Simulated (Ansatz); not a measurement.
# B₂H₇NSi: how energies converge with the basis set

How large a basis does B₂H₇NSi need? Two functionals are run in growing sets.

Computed with Ansatz 0.2.0, Gaussian basis. Level: one geometry, several basis sets.

Levels to be run: PBE0-D4/def2-SVP; ωB97M-V/def2-SVP; PBE0-D4/def2-QZVPP; ωB97M-V/def2-QZVPP; the functionals' def2-TZVPP values are taken from earlier runs.

## (1) The geometry

All runs share one geometry, relaxed beforehand with PBE0-D4 in a triple-zeta def2 set.

11 atoms, charge 0, spin multiplicity 1.

Atoms are counted from 1 here; the program's logs count them from 0.

Bond lengths: B1–B2 1.627 Å, B1–Si3 2.048 Å, B1–H5 1.195 Å, B1–H6 1.225 Å, B2–N4 1.555 Å, B2–H7 1.198 Å, Si3–N4 1.909 Å, Si3–H8 1.491 Å, Si3–H9 1.484 Å, N4–H10 1.012 Å, N4–H11 1.013 Å. Angles: B2–B1–Si3 70.8°, B2–B1–H5 126.1°, B2–B1–H6 115.3°, Si3–B1–H5 126.8°, Si3–B1–H6 84.4°, H5–B1–H6 116.9°, B1–B2–N4 108.3°, B1–B2–H7 133.0°, N4–B2–H7 112.6°, B1–Si3–N4 81.3°, B1–Si3–H8 134.8°, B1–Si3–H9 116.4° and more.

As a file:

```xyz
11

B    -0.2506    1.4582    0.0955
B    -0.3692    0.2996   -1.0402
Si    0.8312   -0.1775    0.6843
N    -0.5206   -1.0720   -0.3233
H     0.1622    2.5673   -0.0711
H    -0.8899    1.2541    1.1200
H     0.0736    0.1944   -2.1483
H     2.0637   -0.8550    0.1889
H     0.6421   -0.6248    2.0865
H    -0.3285   -1.9305   -0.8234
H    -1.3486   -1.1706    0.2516
```

## (2) PBE0-D4 in def2-SVP

Input file in.yaml:

```yaml
crystal:
  periodic: [false, false, false]
  atoms:
    - {symbol: B, position_ang: [-0.250584, 1.458214, 0.095522]}
    - {symbol: B, position_ang: [-0.369232, 0.299638, -1.040171]}
    - {symbol: Si, position_ang: [0.831152, -0.177520, 0.684305]}
    - {symbol: N, position_ang: [-0.520576, -1.072032, -0.323287]}
    - {symbol: H, position_ang: [0.162233, 2.567270, -0.071121]}
    - {symbol: H, position_ang: [-0.889859, 1.254058, 1.119984]}
    - {symbol: H, position_ang: [0.073615, 0.194441, -2.148325]}
    - {symbol: H, position_ang: [2.063669, -0.855048, 0.188899]}
    - {symbol: H, position_ang: [0.642145, -0.624802, 2.086462]}
    - {symbol: H, position_ang: [-0.328546, -1.930537, -0.823419]}
    - {symbol: H, position_ang: [-1.348617, -1.170581, 0.251649]}
basis:
  gaussian: {orbitals: def2-SVP}
hamiltonian: {xc: pbe0, dispersion: d4}
output: {orbitals: {seedname: orbitals}}
```

Started as:

```console
ansatz run in.yaml --threads 2 --pin off --events-out ev --progress --plain --max-ram 4352MiB
```

Further steps of the session: ωB97M-V in def2-SVP; PBE0-D4 in def2-QZVPP; ωB97M-V in def2-QZVPP.

Before running them: what should the planned runs give, taken together? Wanted: PBE0-D4: double and triple zeta above quadruple; ωB97M-V: double and triple zeta above quadruple.

As calculated:

| quantity | value |
| --- | --- |
| PBE0-D4: double and triple zeta above quadruple | 6.52, 0.45 eV |
| ωB97M-V: double and triple zeta above quadruple | 6.71, 0.41 eV |

In words: For PBE0-D4 the step from double to triple zeta gains 6.08 eV and the next only 0.45 eV. These are total energies; as a rule much of such shifts cancels in differences, which this series doesn't test.
